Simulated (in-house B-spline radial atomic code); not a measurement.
# Yb¹⁷⁺: binding energies from hole states

How much more does a second hole in Yb¹⁷⁺ cost because of the first?

The numbers are computed with in-house B-spline radial atomic code version 1 (Dirac-Hartree-Fock, average of configuration, Fermi nucleus, basis-set limit), except any that are marked as measured or tabulated.

### 1 What is computed

* element: ytterbium (Z = 70)
* charge: +17
* electrons: 53
* configuration: [Kr] 4d10 4f7
* Hamiltonian: Dirac-Coulomb
* nucleus: Fermi, rms radius 5.311 fm

Outer shells as boxes (Hund's rule):

[Kr] 4d10 4f7
```
[Kr] core
4d [↑↓][↑↓][↑↓][↑↓][↑↓]
4f [↑ ][↑ ][↑ ][↑ ][↑ ][↑ ][↑ ]
```

The boxes draw the filling by Hund's rule, which heavy ions in jj coupling don't follow; these runs average over all states of the configuration.

Settings of the run:

```ini
Z = 70
electrons = 53.0
configuration = [Kr] 4d10 4f7
hamiltonian = dirac
method = hf
spin_polarised = False
nucleus = fermi
rms_radius = 5.3108
mass_number = 174
atomic_mass = 173.938867545
speed_of_light = 137.035999084
```

From the earlier run of the reference: total energy -13966.307651 hartree. Levels, eight at most:

```
orbital  occupation  energy (eV)  <r> (bohr)
  3d5/2           6     -1983.98      0.1975
  4s1/2           2      -912.47      0.4797
  4p1/2           2      -818.84      0.4852
  4p3/2           4      -764.11      0.5118
  4d3/2           4      -607.87      0.5242
  4d5/2           6      -597.36      0.5332
  4f5/2           3      -410.29      0.5521
  4f7/2           4      -408.32      0.5563
```

Single holes known from earlier runs (ΔSCF): 1s 62054.4 eV, 2p1/2 10448.3 eV, 2p3/2 9401.64 eV, 3p1/2 2620.52 eV, 3p3/2 2395.03 eV, 4p1/2 815.13 eV, 4p3/2 760.88 eV, 4d5/2 594.38 eV.

### 2 The 4p3/2 and 4p1/2 holes

In configurations, a minus sign after the shell means j = l − 1/2 and a plus sign j = l + 1/2; the count of electrons follows.

Settings of the run:

```ini
Z = 70
electrons = 51.0
configuration = 1s2 2s2 2p6 3s2 3p6 3d10 4s2 4p-1 4p+3 4d10 4f7
hamiltonian = dirac
method = hf
spin_polarised = False
nucleus = fermi
rms_radius = 5.3108
mass_number = 174
atomic_mass = 173.938867545
speed_of_light = 137.035999084
```

### 3 The 4p1/2 and 4d5/2 holes

Changes to the settings of step 2:

```diff
@@ -2,3 +2,3 @@
 electrons = 51.0
-configuration = 1s2 2s2 2p6 3s2 3p6 3d10 4s2 4p-1 4p+3 4d10 4f7
+configuration = 1s2 2s2 2p6 3s2 3p6 3d10 4s2 4p-1 4p+4 4d-4 4d+5 4f7
 hamiltonian = dirac
```

### 4 The 2p1/2 and 3p3/2 holes

Changes to the settings of step 3:

```diff
@@ -2,3 +2,3 @@
 electrons = 51.0
-configuration = 1s2 2s2 2p6 3s2 3p6 3d10 4s2 4p-1 4p+4 4d-4 4d+5 4f7
+configuration = 1s2 2s2 2p-1 2p+4 3s2 3p-2 3p+3 3d10 4s2 4p6 4d10 4f7
 hamiltonian = dirac
```

### 5 The 2p3/2 and 3p1/2 holes

Changes to the settings of step 4:

```diff
@@ -2,3 +2,3 @@
 electrons = 51.0
-configuration = 1s2 2s2 2p-1 2p+4 3s2 3p-2 3p+3 3d10 4s2 4p6 4d10 4f7
+configuration = 1s2 2s2 2p-2 2p+3 3s2 3p-1 3p+4 3d10 4s2 4p6 4d10 4f7
 hamiltonian = dirac
```

### 6 The 1s and 1s holes

Changes to the settings of step 5:

```diff
@@ -2,3 +2,3 @@
 electrons = 51.0
-configuration = 1s2 2s2 2p-2 2p+3 3s2 3p-1 3p+4 3d10 4s2 4p6 4d10 4f7
+configuration = 2s2 2p6 3s2 3p6 3d10 4s2 4p6 4d10 4f7
 hamiltonian = dirac
```

Q: What does each hole state cost in eV, and how does that compare with the orbital energies or single holes?

The runs gave:

| two holes | ΔSCF (eV) | less the two single holes (eV) |
| --- | --- | --- |
| 4p3/2 and 4p1/2 | 1615.98 | 39.96 |
| 4p1/2 and 4d5/2 | 1449.88 | 40.37 |
| 2p1/2 and 3p3/2 | 12947.6 | 104.25 |
| 2p3/2 and 3p1/2 | 12130.9 | 108.70 |
| 1s and 1s | 125283.5 | 1174.69 |

What this shows: Two holes cost more than the sum of each, because the second electron leaves a more charged ion. The excess runs from 40.0 eV (4p3/2 and 4p1/2) to 1174.7 eV (1s and 1s); it tends to be largest where both holes are compact. Values are for the free ion, measured from the vacuum level.
